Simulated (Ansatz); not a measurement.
# CuF: a single-point run

Aim: a sound single-point run of CuF. The structure is shown as the input types it. The cell is built on a prototype (wurtzite) and needn't be the phase found in nature.

Method: density functional or hybrid calculation with the settings of its input, plane waves (as first typed), in Ansatz 0.2.0.

2 further runs of the same task are left out: 1 for a known fault of the program, 1 that didn't finish.

## (1) Starting point

The structure is hexagonal, space group P6_3mc (No. 186). Conventional cell: a = 2.790 Å, b = 2.790 Å, c = 6.721 Å, α = 90.00°, β = 90.00°, γ = 120.00°. Cu (site symmetry 3m) is surrounded by 4 F at 1.90 to 2.17 Å. F (site symmetry 3m) is surrounded by 4 Cu at 1.90 to 2.17 Å.

As a file:

```
Cu F
1.0
     2.78978    0.00000    0.00000
    -1.39489    2.41602    0.00000
     0.00000    0.00000    6.72112
Cu F
2 2
Direct
  0.33333 0.66667 0.04599
  0.66667 0.33333 0.54599
  0.33333 0.66667 0.32901
  0.66667 0.33333 0.82901
```

## (2) Input and run

The input, input.yaml:

```yaml
crystal:
  lattice:
    - [2.7897758173, 0.0, 0.0]
    - [-1.3948879087, 2.4160167287, 0.0]
    - [0.0, 0.0, 6.7211226191]
  atoms:
    - { symbol: Cu, position: [0.3333333333, 0.6666666667, 0.0459865616] }
    - { symbol: Cu, position: [0.6666666667, 0.3333333333, 0.5459865616] }
    - { symbol: F, position: [0.3333333333, 0.6666666667, 0.3290134384] }
    - { symbol: F, position: [0.6666666667, 0.3333333333, 0.8290134384] }
kpoints:
  mp_grid: { grid: [9, 9, 4] }
hamiltonian:
  xc: pbe
scf:
  occupations: { method: methfessel_paxton, width: 1.5 }
  n_extra_bands: 5
output:
  forces: true
  stress: true
  eigenvalues: true
```

Command:

```console
$ ansatz run input.yaml --threads 4 --pin off --max-ram 3686MiB --backend cpu --events-out ev --progress --plain --runs-dir out
```

Q: Will this input give a usable result? If not, why, and what should change?

The program finished normally. That alone doesn't make the input a sound one.

In the input, scf.occupations.method is methfessel_paxton; scf.occupations.width is 1.5. The width is far wider than usual, so occupations near the Fermi level are blurred and the entropy term grows.

The test: set scf.occupations.method to fermi_dirac and scf.occupations.width to 0.02.
